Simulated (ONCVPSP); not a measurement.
**Ga: generating and testing an ONCV potential**

Task: generate the file, and judge it by its errors in other configurations, its logarithmic derivatives, its ghosts and its cutoff.

The numbers are computed with ONCVPSP 4.0.1 (LDA (Perdew-Wang 92), scalar-relativistic, spin-unpolarised reference atom).

**1. The design**

Typed settings, in words:

```json
{
  "element": "gallium (Ga, Z = 31)",
  "type": "optimised norm-conserving Vanderbilt (ONCV)",
  "frozen core": "[Ar] 3d10",
  "valence charge": "3",
  "reference configuration": "4s2 4p1",
  "partial waves": "4s: rc 1.85 bohr, ncon 5, nbas 9, qcut 4.5 1/bohr, 2 projectors, debl 1.3 Ha; 4p: rc 2.65 bohr, ncon 5, nbas 9, qcut 3 1/bohr, 2 projectors, debl 2.8 Ha; d scattering state at 0.15 Ha: rc 1.85 bohr, ncon 4, nbas 7, qcut 4.7 1/bohr, local",
  "local potential": "the d channel",
  "core correction": "not asked for"
}
```

The outer shells as boxes (Hund's rule for the drawing; the calculation is spin-unpolarised):

```
[Ar] core
3d [↑↓][↑↓][↑↓][↑↓][↑↓]
4s [↑↓]
4p [↑ ][  ][  ]
```

An earlier all-electron run gives the scale for the radii.

All-electron outer shells of the reference configuration (LDA (PZ), scalar-relativistic, ld1.x):

```
shell  level (eV)  outermost node (bohr)  outermost maximum (bohr)
   3p      -98.65                   0.24                      0.56
   3d      -19.40                      –                      0.53
   4s       -9.17                   0.81                      1.87
   4p       -2.74                   0.87                      2.53
```

**2. Generating the potential**

Input file Ga.dat:

```
# ATOM AND REFERENCE CONFIGURATION
# atsym  z   nc   nv     iexc    psfile
  Ga 31.00    6    2  -001012      upf
#
#   n    l    f
    1    0    2.00
    2    0    2.00
    2    1    6.00
    3    0    2.00
    3    1    6.00
    3    2   10.00
    4    0    2.00
    4    1    1.00
#
# PSEUDOPOTENTIAL AND OPTIMIZATION
# lmax
    2
#
#   l,   rc,      ep,       ncon, nbas, qcut
    0    1.85    0.00    5    9    4.50
    1    2.65    0.00    5    9    3.00
    2    1.85    0.15    4    7    4.70
#
# LOCAL POTENTIAL
# lloc, lpopt,  rc(5),   dvloc0
    2    5    1.85    0.00
#
# VANDERBILT-KLEINMAN-BYLANDER PROJECTORs
# l, nproj, debl
    0    2    1.30
    1    2    2.80
    2    0    1.50
#
# MODEL CORE CHARGE
# icmod, fcfact, rcfact
    0    0.00    0.00
#
# LOG DERIVATIVE ANALYSIS
# epsh1, epsh2, depsh
   -2.00    5.00    0.02
#
# OUTPUT GRID
# rlmax, drl
    6.00    0.01
#
# TEST CONFIGURATIONS
# ncnf
    4
# nvcnf
#   n    l    f
    2
    4    0    2.00
    4    1    0.00
#
    2
    4    0    1.00
    4    1    0.00
#
    2
    4    0    2.00
    4    1    0.50
#
    2
    4    0    1.00
    4    1    1.00
#
```

Run with:

```
$ oncvpsp.x < Ga.dat > Ga.out
```

What does the calculation give? Wanted: cutoffs for 1 and 0.1 mHa per electron, occupied waves; bound ghosts; GHOST(+) flags; largest test error; largest phase difference near zero energy, channels read.

**Answer**, as computed:

| quantity | value |
| --- | --- |
| cutoffs for 1 and 0.1 mHa per electron, occupied waves | 7.8 Ha and 9.8 Ha |
| bound ghosts | s at -175.16 eV |
| GHOST(+) flags | p at 78 eV |
| largest test error (AE − PS) | +118 meV, for 4s1 4p0 |
| largest phase difference near zero energy, channels read | 0.125 rad |

In words: A bound ghost (s) makes it unfit for use: electrons can fall into a state that the atom doesn't have. The worst unpolarised test, 4s1 4p0, is off by 118 meV on 27.4 eV; by total energies transferability rates as poor. By its cutoff, 7.8 Ha for the looser tolerance, it is soft on the atom at that tolerance. At the looser tolerance the 4s wave is the slowest; 4p needs 2 Ha. That counts occupied waves only; other projectors can need more. Of the channels read, d scatters worst near zero energy, by up to 0.12 rad. The program also flags highly localised states, GHOST(+) (p). All of this concerns the isolated atom, not yet a solid.
